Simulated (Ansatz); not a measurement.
# Hf2: the cost of one run

Program: Ansatz 0.2.0, Gaussian basis. Level of theory: def2-TZVPP, core rule «outside noble gas», up to 8 orbitals frozen. These are calculated values, not measurements.

To be run: UHF; ROHF; CCSD(T) on UHF.

**1. The geometry**

The geometry is a PBE0/def2-TZVP stationary point (not a proven minimum) of the parent state, kept for this charge and spin. No spin-orbit coupling is included. Elements past krypton take def2 core potentials.

2 atoms, charge 0, spin multiplicity 7.

Atoms are counted from 1 here; the program's logs count them from 0.

Bond lengths: Hf1–Hf2 2.714 Å.

**2. UHF**

in.yaml

```yaml
crystal:
  periodic: [false, false, false]
  atoms:
    - {symbol: Hf, position_ang: [0.000000, 0.000000, 0.000000]}
    - {symbol: Hf, position_ang: [0.000000, 0.000000, 2.713600]}
basis:
  gaussian: {orbitals: def2-TZVPP}
magnetization: {spin_polarized: true, initial_magnetization: 6}
hamiltonian: {xc: hf}
output: {orbitals: {seedname: orbitals}}
```

Command:

```bash
ansatz run in.yaml --threads 1 --pin off --events-out ev --progress --plain --max-ram 4096MiB --backend cpu
```

**Question.** How long does this run take on 1 thread of AMD EPYC 7R13, shared host, and how much memory does it need?

About 26 s, with a peak of 0.28 GiB.
